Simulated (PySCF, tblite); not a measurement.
**C2H10FN2Si2 radical: geometry, infrared bands and EPR parameters**

What infrared bands and EPR parameters should C2H10FN2Si2 radical (`[CH2][Si@](N)(F)[SiH2]NC`) show?

The runs use tblite 0.8.0 and PySCF 2.14.0, with density-fitted response routines of our own; the level of theory stands in each step. All values are computed, except where a source is named. Atoms count from 0, in the outputs and in this text.

## (1) The starting structure

17 atoms, charge 0, multiplicity 2; geometry from: force field or distance geometry start.

Bonds of the start (Å): C0–Si1 1.84, Si1–N2 1.78, Si1–F3 1.70, Si1–Si4 2.23, Si4–N5 1.78, N5–C6 1.46, C0–H7 1.10, C0–H8 1.09, N2–H9 1.04, N2–H10 1.05, Si4–H11 1.48, Si4–H12 1.48, N5–H13 1.05, C6–H14 1.11, C6–H15 1.11, C6–H16 1.11.

## (2) Relaxing the molecule with GFN2-xTB

What the job is given:

```
{"job": {"kind": "relax", "xc": "GFN2-xTB", "basis": "xTB"}, "charge": 0, "multiplicity": 2}
C     -1.463600     1.940000     0.410100
Si    -1.522200     0.107600     0.592200
N     -2.914400    -0.641200    -0.229800
F     -1.611400    -0.269800     2.244200
Si     0.306000    -0.909500    -0.169900
N      1.747500    -0.476400     0.785600
C      2.661400     0.202900    -0.125600
H     -2.150600     2.343500    -0.351900
H     -0.456900     2.367600     0.386400
H     -2.606500    -1.518500    -0.691700
H     -3.354500     0.030500    -0.912400
H      0.570600    -0.592100    -1.590000
H      0.065400    -2.367300    -0.127900
H      2.192000    -1.346200     1.169400
H      2.586600    -0.323100    -1.099500
H      3.697100     0.238800     0.273500
H      2.246300     1.225300    -0.273600
```

Run with:

```bash
$ OMP_NUM_THREADS=1 python probes_run.py task.json out
```

One launch serves the whole session: the jobs run in the order shown.

Standard output:

```text
step      E/eV     max force
  0    -636.06660    2.288
  1    -636.32476    1.008
  2    -636.45081    0.793
  3    -636.49340    0.702
  4    -636.56532    0.538
  5    -636.60877    0.583
  6    -636.66189    0.751
  7    -636.70332    0.627
  8    -636.74207    0.489
  9    -636.76728    0.354
 10    -636.78557    0.267
 11    -636.80008    0.308
 12    -636.81481    0.378
 13    -636.82992    0.353
 14    -636.84370    0.281
 15    -636.85502    0.240
 16    -636.86507    0.296
 17    -636.87539    0.379
 18    -636.88545    0.320
 19    -636.89713    0.304
 20    -636.91044    0.262
 21    -636.92198    0.343
 22    -636.93666    0.394
 23    -636.95080    0.334
 24    -636.95485    0.382
 25    -636.96452    0.194
 26    -636.96811    0.149
 27    -636.97647    0.235
 28    -636.98206    0.325
 29    -636.99055    0.330
 30    -636.99599    0.197
 31    -636.99994    0.157
 32    -637.00305    0.201
 33    -637.00724    0.199
 34    -637.01131    0.202
 35    -637.01439    0.120
 36    -637.01683    0.144
 37    -637.01896    0.187
 38    -637.02228    0.190
 39    -637.02533    0.168
 40    -637.02824    0.144
 41    -637.03108    0.127
 42    -637.03379    0.132
 43    -637.03611    0.116
 44    -637.03845    0.129
 45    -637.04099    0.128
 46    -637.04351    0.140
 47    -637.04572    0.127
 48    -637.04809    0.129
 49    -637.05113    0.174
 50    -637.05358    0.146
 51    -637.05556    0.098
 52    -637.05705    0.080
 53    -637.05853    0.123
 54    -637.06021    0.154
 55    -637.06180    0.123
 56    -637.06313    0.093
 57    -637.06440    0.112
 58    -637.06569    0.114
 59    -637.06685    0.076
 60    -637.06770    0.072
 61    -637.06840    0.071
 62    -637.06928    0.094
 63    -637.07070    0.113
 64    -637.07270    0.111
 65    -637.07441    0.080
 66    -637.07539    0.066
 67    -637.07610    0.075
 68    -637.07686    0.069
 69    -637.07787    0.080
 70    -637.07883    0.061
 71    -637.07964    0.072
 72    -637.08041    0.077
 73    -637.08147    0.081
 74    -637.08269    0.078
 75    -637.08372    0.058
 76    -637.08429    0.062
 77    -637.08470    0.046
 78    -637.08513    0.059
 79    -637.08572    0.061
 80    -637.08621    0.050
 81    -637.08659    0.048
 82    -637.08694    0.052
 83    -637.08747    0.070
 84    -637.08819    0.082
 85    -637.08888    0.079
 86    -637.08957    0.058
 87    -637.09007    0.074
 88    -637.09082    0.087
 89    -637.09182    0.096
 90    -637.09299    0.086
 91    -637.09380    0.074
 92    -637.09430    0.047
 93    -637.09471    0.055
 94    -637.09527    0.063
 95    -637.09602    0.088
 96    -637.09662    0.086
 97    -637.09712    0.088
 98    -637.09760    0.044
 99    -637.09813    0.069
100    -637.09854    0.069
101    -637.09921    0.079
102    -637.09991    0.051
103    -637.10037    0.040
104    -637.10076    0.039
105    -637.10105    0.047
106    -637.10130    0.041
107    -637.10167    0.063
108    -637.10221    0.068
109    -637.10315    0.093
110    -637.10412    0.081
111    -637.10484    0.071
112    -637.10524    0.045
113    -637.10553    0.064
114    -637.10587    0.046
115    -637.10645    0.065
116    -637.10704    0.088
117    -637.10765    0.072
118    -637.10814    0.080
119    -637.10841    0.033
120    -637.10857    0.032
121    -637.10871    0.027
122    -637.10886    0.055
123    -637.10911    0.038
124    -637.10955    0.059
125    -637.11004    0.070
126    -637.11040    0.048
127    -637.11071    0.038
128    -637.11096    0.035
129    -637.11121    0.038
130    -637.11156    0.065
131    -637.11209    0.079
132    -637.11273    0.111
133    -637.11326    0.094
134    -637.11382    0.041
135    -637.11412    0.036
136    -637.11446    0.063
137    -637.11478    0.063
138    -637.11517    0.065
139    -637.11557    0.051
140    -637.11617    0.050
141    -637.11672    0.083
142    -637.11723    0.158
143    -637.11775    0.042
144    -637.11815    0.034
145    -637.11843    0.035
146    -637.11882    0.043
147    -637.11932    0.109
148    -637.11996    0.084
149    -637.12088    0.066
150    -637.12152    0.080
151    -637.12189    0.044
152    -637.12214    0.049
153    -637.12230    0.034
154    -637.12244    0.030
155    -637.12258    0.026
156    -637.12268    0.030
157    -637.12276    0.033
158    -637.12282    0.025
159    -637.12287    0.022
160    -637.12292    0.020
161    -637.12297    0.016
162    -637.12302    0.016
163    -637.12307    0.018
164    -637.12311    0.016
165    -637.12317    0.021
166    -637.12324    0.022
167    -637.12331    0.018
168    -637.12337    0.016
169    -637.12342    0.018
170    -637.12347    0.018
171    -637.12353    0.016
172    -637.12358    0.015
173    -637.12363    0.018
174    -637.12367    0.020
175    -637.12372    0.021
176    -637.12377    0.018
177    -637.12383    0.017
178    -637.12390    0.018
179    -637.12399    0.026
180    -637.12409    0.029
181    -637.12418    0.027
182    -637.12423    0.018
183    -637.12425    0.012
184    -637.12426    0.010
```

Wall time 1.2 s (1 thread of Arm Neoverse V2, shared host).

The steps of the relaxation: (not every step is listed)

| step | energy from step 0 (eV) | largest force (eV/Å) |
| --- | --- | --- |
| 0 | 0.0000 | 2.2881 |
| 1 | -0.2582 | 1.0084 |
| 2 | -0.3842 | 0.7927 |
| 3 | -0.4268 | 0.7016 |
| 4 | -0.4987 | 0.5378 |
| 5 | -0.5422 | 0.5827 |
| 6 | -0.5953 | 0.7514 |
| 7 | -0.6367 | 0.6270 |
| 8 | -0.6755 | 0.4889 |
| 25 | -0.8979 | 0.1938 |
| 42 | -0.9672 | 0.1318 |
| 59 | -1.0003 | 0.0761 |
| 76 | -1.0177 | 0.0619 |
| 93 | -1.0281 | 0.0549 |
| 110 | -1.0375 | 0.0811 |
| 127 | -1.0441 | 0.0382 |
| 144 | -1.0516 | 0.0339 |
| 161 | -1.0564 | 0.0163 |
| 178 | -1.0573 | 0.0180 |
| 179 | -1.0574 | 0.0263 |
| 180 | -1.0575 | 0.0290 |
| 181 | -1.0576 | 0.0267 |
| 182 | -1.0576 | 0.0179 |
| 183 | -1.0576 | 0.0121 |
| 184 | -1.0577 | 0.0100 |

Close pairs (by a distance rule), those that changed most:

| bond | before (Å) | after (Å) | change (Å) |
| --- | --- | --- | --- |
| Si1–Si4 | 2.227 | 2.351 | +0.125 |
| Si1–F3 | 1.697 | 1.627 | -0.070 |
| Si4–N5 | 1.783 | 1.724 | -0.059 |
| Si1–N2 | 1.782 | 1.724 | -0.057 |
| N2–H10 | 1.054 | 1.004 | -0.050 |
| N5–H13 | 1.049 | 1.009 | -0.040 |
| N2–H9 | 1.038 | 1.006 | -0.032 |
| C0–H7 | 1.102 | 1.077 | -0.025 |

The next job starts from the end point, and lists it.

## (3) Harmonic vibrations with GFN2-xTB

What the job is given:

```
{"job": {"kind": "ir", "xc": "GFN2-xTB", "basis": "xTB"}, "charge": 0, "multiplicity": 2}
C     -1.057392     1.838328     0.220486
Si    -1.435118     0.063036     0.400654
N     -2.975151    -0.391357    -0.227994
F     -1.602530    -0.325135     1.971298
Si     0.321163    -1.314588    -0.338677
N      1.872740    -0.827128     0.232014
C      2.421087     0.474259    -0.063868
H     -1.024441     2.301031    -0.751787
H     -0.444000     2.341169     0.950246
H     -3.418536    -1.223340     0.123093
H     -3.174231    -0.268824    -1.204544
H      0.419237    -1.251276    -1.806624
H      0.245448    -2.716394     0.091936
H      2.139508    -1.134216     1.155764
H      2.250520     0.693680    -1.116073
H      3.495713     0.480182     0.123487
H      1.958986     1.272605     0.529604
```

Standard output:

```text
mode    cm-1     km/mol
  1     -12.0      1.11
  2      63.6      0.74
  3      83.4     14.32
  4      99.9      7.27
  5     123.2      0.33
  6     128.7      0.69
  7     177.3      2.00
  8     189.4      0.23
  9     207.1     11.49
 10     240.3      9.89
 11     249.7     25.30
 12     283.8     18.85
 13     384.4      9.73
 14     412.8     38.46
 15     439.5    180.30
 16     529.0    143.68
 17     582.0    266.77
 18     613.3     29.71
 19     692.4    164.48
 20     713.3     26.78
 21     735.3    115.75
 22     750.1    274.72
 23     780.9     43.61
 24     815.7    100.43
 25     865.9    184.13
 26     937.0    155.74
 27    1062.6     20.49
 28    1108.7     10.35
 29    1155.2     47.18
 30    1354.5     39.12
 31    1412.0      5.43
 32    1422.4      0.56
 33    1491.2      4.86
 34    1494.9      2.81
 35    1517.5     47.62
 36    2163.7    347.06
 37    2200.0    326.75
 38    2895.9     36.86
 39    2986.9     44.32
 40    3022.7     24.12
 41    3080.1     19.82
 42    3112.1     37.01
 43    3438.7      5.48
 44    3496.0      5.14
 45    3544.1      0.98
```

Run time: 0.56 s. Hardware: 1 thread of Arm Neoverse V2, shared host.

Which atoms move in the most intense modes:

| cm⁻¹ | km/mol | atoms |
| --- | --- | --- |
| 440 | 180.3 | H10 43 %, H9 34 %, N2 18 % |
| 582 | 266.8 | H7 36 %, H8 35 %, C0 21 % |
| 692 | 164.5 | H11 53 %, H12 33 % |
| 750 | 274.7 | H11 45 %, H12 39 % |
| 866 | 184.1 | Si1 36 %, N2 18 %, C0 15 %, H10 13 % |
| 937 | 155.7 | Si1 44 %, N2 23 %, C0 19 % |
| 2164 | 347.1 | H11 97 % |
| 2200 | 326.8 | H12 97 % |

## (4) EPR parameters: B3LYP/pcH-1

The job, as its differences from that of step 3:

```diff
@@ -1,2 +1,2 @@
-{"job": {"kind": "ir", "xc": "GFN2-xTB", "basis": "xTB"}, "charge": 0, "multiplicity": 2}
+{"job": {"kind": "epr", "basis": "pcH-1"}, "charge": 0, "multiplicity": 2}
 C     -1.057392     1.838328     0.220486
```

With the program's defaults for keys left out, this is: UKS B3LYP, pcH-1 on C F H N Si, non-relativistic, mean-field spin-orbit, GIAO.

Standard output:

```text
UKS, coarse grid
  cycle   1  E = -870.51604156  |g| = 6.10e-01
  cycle   2  E = -870.33896110  |g| = 9.38e-01
  cycle   3  E = -870.65898049  |g| = 7.12e-02
  cycle   4  E = -870.66049863  |g| = 4.35e-02
  cycle   5  E = -870.66141044  |g| = 1.13e-02
  cycle   6  E = -870.66150785  |g| = 4.31e-03
  cycle   7  E = -870.66152581  |g| = 2.34e-03
  cycle   8  E = -870.66153135  |g| = 1.02e-03
  cycle   9  E = -870.66153229  |g| = 2.46e-04
UKS, final grid
  cycle   1  E = -870.66150814  |g| = 3.01e-04
  cycle   2  E = -870.66150810  |g| = 4.80e-04
  cycle   3  E = -870.66150819  |g| = 3.81e-05
  cycle   4  E = -870.66150819  |g| = 2.31e-05
E = -870.66150819 Eh   <S^2> = 0.7543 (exact 0.7500)
g shifts (ppm)      1          2          3
  rmc          -131       -131       -131
  gc              8         31         16
  oz_so        -149        514        850
  total        -271        413        735
hyperfine (MHz)  atom isotope    a_iso     a_fc   dipolar eigenvalues
    0   13C     102.90     102.99    -72.82    -72.78    145.60
    1  29Si      48.40      48.46     -4.36     -0.36      4.72
    2   14N       7.97       7.97     -0.63     -0.47      1.10
    3   19F      27.26      27.24     -7.61     -5.54     13.15
    4  29Si     -43.99     -44.05    -13.77      6.44      7.33
    5   14N       1.24       1.24     -0.65     -0.57      1.22
    6   13C       1.01       1.00     -0.96     -0.71      1.67
    7    1H     -52.01     -52.03    -35.18     -1.16     36.34
    8    1H     -51.91     -51.93    -35.04     -1.24     36.28
    9    1H       0.16       0.16     -1.70     -1.26      2.96
   10    1H      -0.04      -0.05     -2.11     -1.53      3.63
   11    1H       1.98       1.98     -1.56     -0.83      2.39
   12    1H      31.72      31.71     -1.44     -0.55      1.99
   13    1H      -0.58      -0.58     -1.23     -0.55      1.78
   14    1H      -0.28      -0.28     -1.52     -1.26      2.78
   15    1H       5.99       5.99     -0.94     -0.68      1.63
   16    1H       8.42       8.42     -3.24     -1.77      5.01
```

It took 1.8 min on 1 thread of Arm Neoverse V2, shared host; peak memory 0.97 GiB.

Principal g values 2.00205, 2.00273, 2.00305; g(iso) = 2.00261, against 2.00232 for a free electron.

Mean a(iso) over the nuclei that a row names, and the largest dipolar term of the row (other rows stand at the frozen geometry):

| nuclei | isotope | a(iso) (MHz) | a(iso) (G, at g = 2.0023) | largest dipolar term (MHz) |
| --- | --- | --- | --- | --- |
| C0 | 13C | 102.9 | 36.7 | 145.6 |
| H7, H8 | 1H | -52.0 | -18.5 | 36.3 |
| Si1 | 29Si | 48.4 | 17.3 | 4.7 |
| Si4 | 29Si | -44.0 | -15.7 | -13.8 |
| H12 | 1H | 31.7 | 11.3 | 2.0 |
| F3 | 19F | 27.3 | 9.7 | 13.2 |
| N2 | 14N | 8.0 | 2.8 | 1.1 |
| H14, H15, H16 | 1H | 4.7 | 1.7 | 5.0 |
| H11 | 1H | 2.0 | 0.7 | 2.4 |
| N5 | 14N | 1.2 | 0.4 | 1.2 |
| C6 | 13C | 1.0 | 0.4 | 1.7 |
| H13 | 1H | -0.6 | -0.2 | 1.8 |
| H9, H10 | 1H | 0.1 | 0.0 | 3.6 |

Mulliken spin populations:

C0 1.00; Si1 -0.01; N2 0.01; F3 0.00; Si4 0.04; N5 0.01; C6 0.00; H7 -0.04; H8 -0.04; H9 0.00; H10 0.00; H11 0.00; H12 0.02; H13 0.00; H14 0.00; H15 0.00; H16 0.00

In first order the couplings over 0.8 MHz of 1H, 19F, 14N give 788 distinct lines over 70.4 G, if the averaged nuclei exchange fast.

The fields below are evaluated on a grid from the run's orbitals.

ELF in a plane through or near 8 of the atoms.

Ten even steps from ' ' (0.00) to '@' (1.00):
```
                                                        
                                                        
                                                        
                            ......::::..                
                        ..--==----====--                
                ..::    ..**####**####++..              
              ::%%@@**    ++##::++####--                
        ::--::==@@@@@@--  --**##%%@@++....--==..        
      ==@@@@@@**##@@%%::    ++##--..::==##%%%%++        
      ##@@@@@@##..====..  ..**::++**::%%%%%%%%==..      
      ++@@@@@@****%%##++--==@@##....++%%::**##--        
        ::..  ::##==--%%==..**@@%%==**##%%@@@@++        
            ..++%%%%##%%..##  ##++....--##@@@@##..      
            ..++####++--::::**++::      ::**##::        
              ..--::  ::@@@@@@@@==                      
                      ++@@@@@@@@##                      
                      ++@@@@@@@@++                      
                      ..++####==                        
                                                        
                                                        
```
The map spans 12.2 Å across and 10.6 Å up, centred on the molecule. Atoms in the plane (x, y in Å): C0 (0.9, 1.9), N2 (3.0, -0.2), N5 (-1.8, -0.9), C6 (-2.4, 0.3), H9 (3.5, -1.0), H12 (-0.1, -2.7), H15 (-3.5, 0.3), H16 (-2.0, 1.2).

log10 of the density (e/Å³) in the same plane.

Values, 10 rows by 14 columns:
```
-4.0 -4.0 -4.0 -4.0 -4.0 -4.0 -4.0 -4.0 -4.0 -4.0 -4.0 -4.0 -4.0 -4.0
-4.0 -4.0 -4.0 -4.0 -4.0 -4.0 -3.3 -2.6 -2.5 -2.9 -3.9 -4.0 -4.0 -4.0
-4.0 -4.0 -4.0 -3.7 -3.2 -2.9 -2.0 -1.0 -1.0 -1.6 -2.6 -4.0 -4.0 -4.0
-4.0 -4.0 -3.0 -2.0 -1.2 -1.3 -1.5  0.0  1.1 -0.7 -1.9 -2.7 -4.0 -4.0
-4.0 -3.0 -1.4 -0.3  0.2 -0.3 -1.5 -0.6 -0.1 -0.5 -0.5 -1.0 -2.4 -4.0
-4.0 -3.0 -1.4 -0.2  0.1  0.0 -0.7 -0.4  0.2 -0.1  0.7 -0.2 -1.9 -3.8
-4.0 -4.0 -2.9 -1.5 -0.1  0.3  0.0 -0.1 -0.8 -1.2 -0.6 -0.6 -2.3 -4.0
-4.0 -4.0 -4.0 -2.7 -1.7 -1.4 -0.5 -0.1 -1.5 -2.5 -2.7 -2.8 -3.8 -4.0
-4.0 -4.0 -4.0 -4.0 -3.3 -2.4 -1.4 -1.2 -2.1 -3.2 -4.0 -4.0 -4.0 -4.0
-4.0 -4.0 -4.0 -4.0 -4.0 -3.7 -3.1 -3.0 -3.5 -4.0 -4.0 -4.0 -4.0 -4.0
```
The map spans 12.2 Å across and 10.6 Å up, centred on the molecule. Atoms in the plane (x, y in Å): C0 (0.9, 1.9), N2 (3.0, -0.2), N5 (-1.8, -0.9), C6 (-2.4, 0.3), H9 (3.5, -1.0), H12 (-0.1, -2.7), H15 (-3.5, 0.3), H16 (-2.0, 1.2).

On the surface of density 0.002 e/bohr³ the electrostatic potential runs, from the 1st to the 99th percentile, from -1.31 V near N2 to 1.68 V near H10.

The spin density lies nearest to C0 66 %; H7, H8 about 9 % each.

## (5) What came out

| quantity | value |
| --- | --- |
| strongest single infrared mode (GFN2-xTB) | 2164 cm⁻¹, 347 km/mol |
| zero-point energy (GFN2-xTB) | 75.8 kcal/mol |
| g(iso) (B3LYP) | 2.00261 |
| ⟨S²⟩ | 0.754 (exact 0.75) |
| largest a(iso) (averaged by class) | 13C on C0, 102.9 MHz |
| surface potential, 1st and 99th percentile | -1.31 V and 1.68 V |

In words: The optimisation took 184 steps and gained 1.058 eV; among the close pairs (by a distance rule), Si1–Si4 changed most, from 2.227 to 2.351 Å. The lowest mode is slightly imaginary (12i cm⁻¹), a soft motion within the noise of the Hessian, so the minimum is not strictly shown. The strongest single mode, at 2164 cm⁻¹, moves mainly H11. Unscaled tight-binding wavenumbers are off by several per cent, some by more. Its intensities can rank the bands wrongly. Most of the unpaired spin sits on C0 (1.00 e). The isotropic g lies 0.3 ppt above the free-electron value.
